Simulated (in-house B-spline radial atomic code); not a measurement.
# Si³⁺: a test of the Gauss points an interval

Aim: see how the result and the number of iterations for Si³⁺ depend on the Gauss points an interval.

Method: non-relativistic OLYP, spherical fractional occupations, point nucleus, basis-set limit. Code: in-house B-spline radial atomic code version 1.

**1. What is computed**

- element: silicon (Z = 14)
- charge: +3
- electrons: 11
- configuration: [Ne] 3s1
- Hamiltonian: non-relativistic
- nucleus: point

The outer shells:

[Ne] 3s1
```
[Ne] core
3s [↑ ]
```

The boxes only draw the filling; these runs are spin-restricted and spherical.

A run counts as converged when the orbital gradient is under the tolerance times 14 hartree (or under the basis's noise floor) and the energy moved by less than 1e-8 hartree times the root of its size. Energy differences under 9e-07 hartree are noise.

Settings of the run:

```ini
Z = 14
electrons = 11.0
configuration = [Ne] 3s1
hamiltonian = nr
method = optx,lyp
spin_polarised = False
knot_spacing = 0.22
spline_order = 8
gauss_points = 12
box_radius = 16.22
max_iterations = 70
damping = 0.5
damped_steps = 3
diis_vectors = 10
tolerance = 1e-08
start = Thomas-Fermi
```

From the earlier run of the reference: total energy -287.258839 hartree. Levels, eight at most:

```csv
orbital,occupation,energy (eV),<r> (bohr)
1s,2,-1818.86,0.1116
2s,2,-176.00,0.5663
2p,6,-132.60,0.5331
3s,1,-38.953,1.867
```

**2. Gauss points an interval 3**

Settings: those of step 1 with these lines changed.

```diff
@@ -8,3 +8,3 @@
 spline_order = 8
-gauss_points = 12
+gauss_points = 3
 box_radius = 16.22
```

The run is started by

```console
> python run_scf.py task.json out
```

One command runs all members of the session, one after another, from task.json.

Main fields of the result record, rounded:

```text
{
  "status": "converged",
  "scf [iteration, energy, orbital gradient]": [
    [1, -78901.0814409, 3.74],
    [2, -78907.9296539, 0.0829],
    [3, -78907.9407599, 0.0374],
    [4, -78907.9426692, 0.0172],
    [5, -78907.9431602, 0.00116],
    [6, -78907.9431645, 0.000157],
    [7, -78907.943165, 1.11e-05],
    [8, -78907.943165, 1.29e-07]
  ],
  "energy [hartree]": {"total": -78907.943165, "kinetic": 2297.04809325, "nuclear": -85262.6642445, "coulomb": 6037.8733219, "xc": -1980.20033559},
  "orbitals [hartree, bohr; first row names the columns]": [
    ["name", "occ", "eps", "<r>"],
    ["1s", 2.0, -36647.809, 0.00038358],
    ["2s", 2.0, -47.909346, 0.13157],
    ["2p", 6.0, -3.527787, 0.64419],
    ["3s", 1.0, -4.7092459, 0.67551]
  ],
  "sum_r [bohr^k]": {"-1": 6090.19, "1": 4.804557, "2": 3.727929},
  "energy_minus_base [hartree]": -78620.6843
}
```

Run time: 0.03 s. Hardware: 1 thread, shared host.

energy_minus_base is the energy less that of the reference run.

**3. Gauss points an interval 4**

Settings: those of step 2 with these lines changed.

```diff
@@ -8,3 +8,3 @@
 spline_order = 8
-gauss_points = 3
+gauss_points = 4
 box_radius = 16.22
```

Results of the run:

```text
{
  "status": "converged",
  "scf [iteration, energy, orbital gradient]": [
    [1, -284.711169914, 0.388],
    [2, -286.659238587, 0.212],
    [3, -287.211698777, 0.061],
    [4, -287.255771582, 0.0167],
    [5, -287.258032686, 0.00717],
    [6, -287.258838995, 9.2e-05],
    [7, -287.258839041, 1.03e-05],
    [8, -287.258839043, 5.57e-07],
    [9, -287.258839043, 2.81e-08]
  ],
  "energy [hartree]": {"total": -287.258839043, "kinetic": 286.886775845, "nuclear": -670.035806148, "coulomb": 115.833191091, "xc": -19.9429998312},
  "orbitals [hartree, bohr; first row names the columns]": [
    ["name", "occ", "eps", "<r>"],
    ["1s", 2.0, -66.8419, 0.11162],
    ["2s", 2.0, -6.4679286, 0.5663],
    ["2p", 6.0, -4.8729783, 0.5331],
    ["3s", 1.0, -1.4314803, 1.8667]
  ],
  "sum_r [bohr^k]": {"-1": 47.8597, "1": 6.421182, "2": 6.926422},
  "energy_minus_base [hartree]": -6.59074431e-08
}
```

It took 0.03 s on 1 thread, shared host.

**4. Gauss points an interval 5**

Settings: those of step 3 with these lines changed.

```diff
@@ -8,3 +8,3 @@
 spline_order = 8
-gauss_points = 4
+gauss_points = 5
 box_radius = 16.22
```

Results of the run:

```text
{
  "status": "converged",
  "scf [iteration, energy, orbital gradient]": [
    [1, -284.713175619, 0.387],
    [2, -286.659621843, 0.212],
    [3, -287.211734541, 0.061],
    [4, -287.255774114, 0.0167],
    [5, -287.258033264, 0.00717],
    [6, -287.25883893, 9.18e-05],
    [7, -287.258838976, 1.03e-05],
    [8, -287.258838977, 5.56e-07],
    [9, -287.258838977, 2.8e-08]
  ],
  "energy [hartree]": {"total": -287.258838978, "kinetic": 286.886774267, "nuclear": -670.035803663, "coulomb": 115.833190242, "xc": -19.9429998231},
  "orbitals [hartree, bohr; first row names the columns]": [
    ["name", "occ", "eps", "<r>"],
    ["1s", 2.0, -66.8419, 0.11162],
    ["2s", 2.0, -6.4679287, 0.5663],
    ["2p", 6.0, -4.8729784, 0.5331],
    ["3s", 1.0, -1.4314803, 1.8667]
  ],
  "sum_r [bohr^k]": {"-1": 47.8597, "1": 6.421182, "2": 6.926423},
  "energy_minus_base [hartree]": -6.56257271e-10
}
```

Wall time 0.03 s (1 thread, shared host).

**5. Gauss points an interval 6**

Settings: those of step 4 with these lines changed.

```diff
@@ -8,3 +8,3 @@
 spline_order = 8
-gauss_points = 5
+gauss_points = 6
 box_radius = 16.22
```

Results of the run:

```text
{
  "status": "converged",
  "scf [iteration, energy, orbital gradient]": [
    [1, -284.71052564, 0.388],
    [2, -286.659144072, 0.213],
    [3, -287.211689244, 0.061],
    [4, -287.255770764, 0.0167],
    [5, -287.258032453, 0.00717],
    [6, -287.258838929, 9.2e-05],
    [7, -287.258838975, 1.03e-05],
    [8, -287.258838977, 5.58e-07],
    [9, -287.258838977, 2.81e-08]
  ],
  "energy [hartree]": {"total": -287.258838977, "kinetic": 286.886774315, "nuclear": -670.035803752, "coulomb": 115.833190286, "xc": -19.9429998266},
  "orbitals [hartree, bohr; first row names the columns]": [
    ["name", "occ", "eps", "<r>"],
    ["1s", 2.0, -66.8419, 0.11162],
    ["2s", 2.0, -6.4679287, 0.5663],
    ["2p", 6.0, -4.8729784, 0.5331],
    ["3s", 1.0, -1.4314803, 1.8667]
  ],
  "sum_r [bohr^k]": {"-1": 47.8597, "1": 6.421182, "2": 6.926423},
  "energy_minus_base [hartree]": -3.81987775e-11
}
```

Run time: 0.03 s. Hardware: 1 thread, shared host.

**6. Gauss points an interval 8**

Settings: those of step 5 with these lines changed.

```diff
@@ -8,3 +8,3 @@
 spline_order = 8
-gauss_points = 6
+gauss_points = 8
 box_radius = 16.22
```

Results of the run:

```text
{
  "status": "converged",
  "scf [iteration, energy, orbital gradient]": [
    [1, -284.711418764, 0.388],
    [2, -286.659306822, 0.212],
    [3, -287.211704634, 0.061],
    [4, -287.255771897, 0.0167],
    [5, -287.258032729, 0.00717],
    [6, -287.258838929, 9.19e-05],
    [7, -287.258838975, 1.03e-05],
    [8, -287.258838977, 5.57e-07],
    [9, -287.258838977, 2.81e-08]
  ],
  "energy [hartree]": {"total": -287.258838977, "kinetic": 286.886774315, "nuclear": -670.035803752, "coulomb": 115.833190286, "xc": -19.9429998265},
  "orbitals [hartree, bohr; first row names the columns]": [
    ["name", "occ", "eps", "<r>"],
    ["1s", 2.0, -66.8419, 0.11162],
    ["2s", 2.0, -6.4679287, 0.5663],
    ["2p", 6.0, -4.8729784, 0.5331],
    ["3s", 1.0, -1.4314803, 1.8667]
  ],
  "sum_r [bohr^k]": {"-1": 47.8597, "1": 6.421182, "2": 6.926423},
  "energy_minus_base [hartree]": -1.93267624e-12
}
```

Wall time 0.03 s (1 thread, shared host).

**7. Gauss points an interval 16**

Settings: those of step 6 with these lines changed.

```diff
@@ -8,3 +8,3 @@
 spline_order = 8
-gauss_points = 8
+gauss_points = 16
 box_radius = 16.22
```

Results of the run:

```text
{
  "status": "converged",
  "scf [iteration, energy, orbital gradient]": [
    [1, -284.712045378, 0.388],
    [2, -286.659415009, 0.212],
    [3, -287.211715004, 0.061],
    [4, -287.255772677, 0.0167],
    [5, -287.258032914, 0.00717],
    [6, -287.258838929, 9.19e-05],
    [7, -287.258838975, 1.03e-05],
    [8, -287.258838977, 5.57e-07],
    [9, -287.258838977, 2.8e-08]
  ],
  "energy [hartree]": {"total": -287.258838977, "kinetic": 286.886774316, "nuclear": -670.035803752, "coulomb": 115.833190286, "xc": -19.9429998266},
  "orbitals [hartree, bohr; first row names the columns]": [
    ["name", "occ", "eps", "<r>"],
    ["1s", 2.0, -66.8419, 0.11162],
    ["2s", 2.0, -6.4679287, 0.5663],
    ["2p", 6.0, -4.8729784, 0.5331],
    ["3s", 1.0, -1.4314803, 1.8667]
  ],
  "sum_r [bohr^k]": {"-1": 47.8597, "1": 6.421182, "2": 6.926423},
  "energy_minus_base [hartree]": -2.1032065e-12
}
```

Run time: 0.04 s. Hardware: 1 thread, shared host.

**8. What each setting did**

| run | outcome | iterations | energy less the reference (hartree) |
| --- | --- | --- | --- |
| reference | converged | 9 | 0 |
| Gauss points an interval 3 | converged | 8 | -7.86e+04 |
| Gauss points an interval 4 | converged | 9 | below noise |
| Gauss points an interval 5 | converged | 9 | below noise |
| Gauss points an interval 6 | converged | 9 | below noise |
| Gauss points an interval 8 | converged | 9 | below noise |
| Gauss points an interval 16 | converged | 9 | below noise |

**Reading.** Of 6 changed inputs, 5 gave the reference energy within 1e-05 hartree and 1 converged to another value. The worst converged miss is -7.86e+04 hartree (Gauss points an interval 3): the integrals are too coarse. An energy below the reference is possible because too few quadrature points break the variational bound.
